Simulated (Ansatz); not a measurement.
# GaH₆NSi: how energies converge with the basis set

One table from this session's results is given with a row withheld; the runs are named, their logs left out.

Computed with Ansatz 0.2.0, Gaussian basis. Level: one geometry, several basis sets.

Plan: PBE0-D4/def2-SVP; ωB97M-V/def2-SVP; PBE0-D4/def2-QZVPP; ωB97M-V/def2-QZVPP; the functionals' def2-TZVPP values are taken from earlier runs.

## Structure used throughout

An earlier PBE0-D4 in a triple-zeta def2 set relaxation fixed the geometry.

SMILES `[NH2][GaH][SiH3]`, 9 atoms, charge 0, spin multiplicity 1.

Atoms are counted from 1 here; the program's logs count them from 0.

Bond lengths: N1–Ga2 1.817 Å, N1–H4 1.006 Å, N1–H5 1.006 Å, Ga2–Si3 2.403 Å, Ga2–H6 1.567 Å, Si3–H7 1.490 Å, Si3–H8 1.490 Å, Si3–H9 1.490 Å. Angles: Ga2–N1–H4 124.1°, Ga2–N1–H5 124.0°, H4–N1–H5 111.9°, N1–Ga2–Si3 117.0°, N1–Ga2–H6 115.4°, Si3–Ga2–H6 127.6°, Ga2–Si3–H7 111.0°, Ga2–Si3–H8 111.8°, Ga2–Si3–H9 111.0°, H7–Si3–H8 107.8°, H7–Si3–H9 107.3°, H8–Si3–H9 107.8°.

Geometry (Å):

```xyz
9
charge 0, multiplicity 1
N    -0.52030    0.54859   -1.82197
Ga    0.68819    0.48480   -0.46724
Si    0.02091   -0.66018    1.53678
H    -0.35335    0.99899   -2.70617
H    -1.43727    0.13745   -1.77836
H     2.05629    1.19311   -0.75395
H     0.93508   -1.79977    1.83053
H    -1.36244   -1.20326    1.43025
H     0.06119    0.25397    2.71292
```

Set-up of the first run:

Input file in.yaml:

```yaml
crystal:
  periodic: [false, false, false]
  atoms:
    - {symbol: N, position_ang: [-0.520302, 0.548591, -1.821970]}
    - {symbol: Ga, position_ang: [0.688192, 0.484799, -0.467237]}
    - {symbol: Si, position_ang: [0.020913, -0.660177, 1.536781]}
    - {symbol: H, position_ang: [-0.353351, 0.998988, -2.706171]}
    - {symbol: H, position_ang: [-1.437274, 0.137446, -1.778359]}
    - {symbol: H, position_ang: [2.056287, 1.193109, -0.753952]}
    - {symbol: H, position_ang: [0.935081, -1.799766, 1.830533]}
    - {symbol: H, position_ang: [-1.362438, -1.203262, 1.430253]}
    - {symbol: H, position_ang: [0.061192, 0.253972, 2.712922]}
basis:
  gaussian: {orbitals: def2-SVP}
hamiltonian: {xc: pbe0, dispersion: d4}
output: {orbitals: {seedname: orbitals}}
```

Launch:

```
$ ansatz run in.yaml --threads 2 --pin off --events-out ev --progress --plain --max-ram 4352MiB
```

Steps of the session up to this table: PBE0-D4 in def2-SVP; ωB97M-V in def2-SVP; PBE0-D4 in def2-QZVPP; ωB97M-V in def2-QZVPP.

One table of the session follows, with a row left open; its other results are not shown here.

It belongs to the step «Density functionals: the series». 

```
functional       basis  HOMO (eV)
   PBE0-D4    def2-SVP      -7.35
   PBE0-D4  def2-TZVPP      -7.47
   PBE0-D4  def2-QZVPP          ?
   ωB97M-V    def2-SVP      -9.59
   ωB97M-V  def2-TZVPP      -9.66
   ωB97M-V  def2-QZVPP      -9.68
```

Q: Estimate the row for PBE0-D4, def2-QZVPP from the others.

**Answer.** HOMO (eV): -7.50. In the column «HOMO (eV)» it lies between ωB97M-V, def2-SVP (-9.59) and PBE0-D4, def2-TZVPP (-7.47).
